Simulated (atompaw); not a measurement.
# A PAW (atompaw) potential for Ti, from input to tests

Do these settings give a usable potential? It is generated, then checked for scattering, ghosts and hardness.

The numbers are computed with atompaw 4.2.0.5 (PBE, scalar-relativistic, spin-unpolarised reference atom).

### Step 1. The design

The settings as typed:

```json
{"element": "titanium (Ti, Z = 22)", "type": "PAW", "frozen core": "[Ar]", "valence charge": "4", "reference configuration": "3d1 4s0 4p0 (charge +3)", "partial waves": "4s (bound, empty): rc 2.20 bohr; 4s channel at 3.15 Ry: rc 2.20 bohr; 4p (bound, empty): rc 2.20 bohr; 4p channel at 1.45 Ry: rc 2.20 bohr; 3d (bound): rc 2.20 bohr; 3d channel at -1.15 Ry: rc 2.05 bohr", "local potential": "bessel scheme, radius 1.80 bohr", "core correction": "smooth core density matched at 1.20 bohr", "augmentation charge": "sinc compensation charge, radius 1.80 bohr; PAW radius 2.20 bohr; waves and projectors: custom rrkj gramschmidtortho"}
```

The nodes and maxima of the atom's own shells, from an earlier all-electron run, set the scale for the radii.

All-electron outer shells of the reference configuration (PBE, scalar-relativistic, ld1.x):

```tsv
shell	level (eV)	outermost node (bohr)	outermost maximum (bohr)
3p	-70.92	0.37	0.89
3d	-34.69	–	0.92
4s	-26.44	1.20	2.39
4p	-20.90	1.30	2.67
4f	-8.70	–	4.25
```

### Step 2. Generating the potential

Ti.input

```
Ti 22
GGA-PBE scalarrelativistic loggrid 1500 logderivrange -5 5 251
4 4 3 0 0 0
4 0 0
4 1 0
3 2 1
0 0 0
c
c
c
v
c
c
v
v
2
2.20 1.80 1.80 1.20
y
3.15
n
y
1.45
n
y
-1.15
n
custom rrkj gramschmidtortho sinc
bessel
2.20
2.20
2.20
2.20
2.20
2.05
PWSCFOUT
UPFDX 0.0125d0 UPFXMIN -7.d0 UPFZMESH 22.d0
END
```

Launch:

```sh
atompaw < Ti.input > Ti.log
```

Before running it: what results should come out? Wanted: cutoffs for 10 and 1 mRy, occupied levels; bound ghosts; largest phase difference near zero energy, channels read; lowest eigenvalue of the overlap; share of valence orbitals outside the PAW sphere; UPF file.

**Answer**, as computed:

```
                                                quantity                                                                     value
               cutoffs for 10 and 1 mRy, occupied levels                                                           18 Ry and 21 Ry
                                            bound ghosts  none below the valence levels; a pole at negative energy in p is suspect
largest phase difference near zero energy, channels read                                                                 3.140 rad
         lowest eigenvalue of the overlap (Bessel basis)                                                                 0.168 (d)
        share of valence orbitals outside the PAW sphere                                                  4s 68 %, 4p 79 %, 3d 8 %
                                                UPF file                                                                   written
```

In words: The potential is soft on the atom at that tolerance: the looser tolerance needs 18 Ry. The ghost test, which looks below the valence levels, finds nothing, but the pseudo curve has an extra pole at negative energy (p at -0.39 Ry): a spurious bound state among the atom's levels is likely, and the file can't be cleared. Of the channels read, p scatters worst near zero energy, by up to 3.14 rad. A step near π is an extra or missing state, not a misfit of shape. The pseudo curves have a pole with no partner nearby in the atom's: p at -0.39 Ry. These are tests on the free atom; a crystal test is still owed.
